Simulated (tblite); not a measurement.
# C5H8F2O2Si: the cost of one run

The runs use tblite 0.8.0 and PySCF 2.14.0, with density-fitted response routines of our own; the level of theory stands in each step. All values are computed, except where a source is named. Atoms are numbered from 0 throughout.

### 1 Starting geometry

18 atoms, charge 0, multiplicity 1; geometry from: force field or distance geometry start.

Bonds of the start (Å): C0–C1 1.55, C1–C2 1.46, C2–O3 1.27, C2–C4 1.45, C4–C5 1.34, C5–F6 1.36, C4–O7 1.38, O7–Si8 1.73, Si8–F9 1.70, C0–H10 1.10, C0–H11 1.10, C0–H12 1.11, C1–H13 1.13, C1–H14 1.08, C5–H15 1.11, Si8–H16 1.48, Si8–H17 1.48.

### 2 Geometry optimisation with GFN2-xTB

What the job is given:

```
{"job": {"kind": "relax", "xc": "GFN2-xTB", "basis": "xTB"}, "charge": 0, "multiplicity": 1}
C      2.891400    -0.652900     0.128900
C      1.436500    -0.707600    -0.388700
C      0.781200     0.507900     0.085300
O      1.461100     1.341600     0.758300
C     -0.603600     0.867200    -0.163600
C     -1.086200     2.022600     0.311400
F     -2.385300     2.357000     0.065200
O     -1.483600     0.090100    -0.894900
Si    -2.821500    -0.773400    -0.215400
F     -3.373200    -2.015400    -1.238200
H      3.508400    -0.111400    -0.599300
H      2.844500    -0.199200     1.128900
H      3.251500    -1.692400     0.258700
H      0.999300    -1.580100     0.183800
H      1.374000    -0.906400    -1.450400
H     -0.443200     2.694200     0.909900
H     -2.429700    -1.405900     1.058700
H     -3.930400     0.170600     0.049700
```

Command:

```
> OMP_NUM_THREADS=1 python probes_run.py task.json out
```

One launch serves the whole session: the jobs run in the order shown.

Q: Estimate the wall time of this first job on 1 thread of Arm Neoverse V1, shared host.

About 1.2 s.
